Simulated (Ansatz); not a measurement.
Run this with the Python package of Ansatz (0.2.0) and show what comes out.

`lattice.py`
```python
"""How the lattice of HfN depends on the functional."""

import logging
import sys
import warnings

import ansatz as az
import numpy as np

logging.basicConfig(stream=sys.stdout, format="[%(levelname)s] %(message)s")
logger = logging.getLogger("run")
logger.setLevel(logging.INFO)

def edges_and_angles(cell):
    cell = np.asarray(cell)
    a, b, c = np.linalg.norm(cell, axis=1)
    cosines = cell[1] @ cell[2] / (b * c), cell[0] @ cell[2] / (a * c), cell[0] @ cell[1] / (a * b)
    return (a, b, c, *np.degrees(np.arccos(cosines)))


def main() -> None:
    warnings.simplefilter("ignore", az.DeckWarning)

    vectors = np.array([
        [3.133908, 0.0, 0.0],
        [-1.566954, 2.714044, 0.0],
        [0.0, 0.0, 5.416768],
    ])
    hfn = (
        az.Lattice.of(vectors)
        .atom("Hf", (2 / 3, 1 / 3, 0.75))
        .atom("Hf", (1 / 3, 2 / 3, 0.25))
        .atom("N", (0.0, 0.0, 0.0))
        .atom("N", (0.0, 0.0, 0.5))
    )

    calculation = (
        hfn.calculation()
        .kpoints(9, 9, 5)
        .occupations("fermi_dirac")
        .scf(tolerance=1e-09)
        .relax(cell=True, force_tolerance=0.01, max_steps=40)
    )

    levels = [("pbesol", "d3bj"), ("pbesol", "none"), ("blyp", "d3bj")]
    logger.info("level            a       b       c    alpha   beta  gamma  V/atom  steps")
    for name, dispersion in levels:
        seen = []
        run = calculation.functional(name, dispersion=dispersion).session().plan()
        out = run.execute(on_event=lambda e: seen.append(e) if e["event"] == "relax_step" else None)
        cell = out.lattice.cell_ang
        label = name if dispersion == "none" else f"{name}+{dispersion}"
        print("{:13s} {:7.4f} {:7.4f} {:7.4f} {:6.2f} {:6.2f} {:6.2f}".format(label, *edges_and_angles(cell)), f"{abs(np.linalg.det(cell)) / len(out.lattice.sites):7.3f} {len(seen):5d}")


if __name__ == "__main__":
    main()
```

Output of `python lattice.py`:
```text
[INFO] level            a       b       c    alpha   beta  gamma  V/atom  steps
pbesol+d3bj    3.1047  3.1047  5.3626  90.00  90.00 120.00  11.192     8
pbesol         3.1255  3.1255  5.3981  90.00  90.00 120.00  11.417     6
blyp+d3bj      3.1334  3.1334  5.4448  90.00  90.00 120.00  11.574     5
```

From smallest to largest: PBEsol+D3BJ (11.19 Å³ an atom, -2.8 % against the start), PBEsol (11.42 Å³ an atom, -0.9 % against the start) and BLYP+D3BJ (11.57 Å³ an atom, +0.5 % against the start). The spread is 3.4 % in volume.

No spin polarisation was allowed. Forces vanish by symmetry, so the ions can't move, and the end may be a saddle. BLYP and dispersion corrections can be off by several per cent in the lattices of metals, and by several GPa in the pressure at a fixed cell. The mesh is modest for a metal, so energies can be off by several to tens of meV an atom and pressures by half a GPa or more; differences at equal mesh fare better. The program warned that this SCF threshold is loose for forces or stresses. Spin-orbit coupling, which matters for elements this heavy, is left out. This cell is a computed structure, which may not be the phase found in nature. The script silences the warnings on its input, which a real study should read. Finished in 110 s on 1 thread of Arm Neoverse N1, with other jobs on the host, peak memory 0.46 GiB.
